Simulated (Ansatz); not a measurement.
This script drives the Python package of Ansatz (0.2.0).

The script, `run_bde.py`:
```python
"""X-H bond energies and deprotonation of BGeH7N2 without relaxation."""

import ansatz as az
from ase import Atoms


def energy_of(molecule, charge=0, unpaired=0):
    calc = molecule.calculation().basis(gaussian="def2-SVP").functional("r2scan0")
    if charge:
        calc = calc.charge(charge)
    if unpaired:
        calc = calc.spin("collinear", total=unpaired)
    return calc.run(threads=1, backend="cpu").report["free_energy_ev"]

def without(molecule, index):
    rest = az.Crystal.molecule()
    for i, site in enumerate(molecule.cartesian_sites):
        if i != index:
            rest = rest.atom(site.symbol, site.position_ang)
    return rest

atoms = Atoms(["B", "Ge", "N", "N", "H", "H", "H", "H", "H", "H", "H"], positions=[
    (-1.3137, 1.001, -0.4265),
    (0.3361, 0.1618, 0.1932),
    (-0.1044, -1.1439, 1.4409),
    (1.2872, -0.6089, -1.2581),
    (-1.6561, 0.9973, -1.5985),
    (-2.0627, 1.6148, 0.3339),
    (1.2899, 1.2318, 0.8425),
    (0.8757, -1.5254, 1.7754),
    (-0.4925, -0.636, 2.3141),
    (1.3778, 0.1396, -1.9309),
    (0.528, -1.2891, -1.6654),
])
geometry = az.Crystal.molecule_from_ase(atoms)

whole = energy_of(geometry, 0)
hydrogen = energy_of(az.Crystal.molecule().atom("H", (0, 0, 0)), 0, 1)
print(f"E(molecule) = {whole:.5f} eV, E(H) = {hydrogen:.5f} eV")
for index in [5, 6, 10]:
    radical = energy_of(without(geometry, index), 0, 1)
    print(f"H{index}: homolysis {96.485332 * (radical + hydrogen - whole):.1f} kJ/mol")
    anion = energy_of(without(geometry, index), -1)
    print(f"H{index}: loss of a proton {96.485332 * (anion - whole):.1f} kJ/mol")
```

It is started by `python run_bde.py`. Estimate its wall time and peak memory on 1 thread of AMD EPYC 7B13 (Zen 3), with other jobs on the host.

It took about 65 s, with a peak of 0.44 GiB, for 8 runs of the engine.

```console
$ python run_bde.py
E(molecule) = -60274.05153 eV, E(H) = -13.58464 eV
H5: homolysis 428.8 kJ/mol
H5: loss of a proton 1745.5 kJ/mol
H6: homolysis 319.6 kJ/mol
H6: loss of a proton 1555.3 kJ/mol
H10: homolysis 436.1 kJ/mol
H10: loss of a proton 1705.3 kJ/mol
```

Notes:
- Total energies depend on the basis set; only differences at equal settings carry meaning.
- The geometry is a force-field or estimated start, not a minimum of this method, and the basis set is short of its limit. All parts are taken at fixed geometry, without zero-point energy.
- Anions want diffuse functions, which this basis lacks.

(Lines on the test bed's own set-up are left out of the output.)
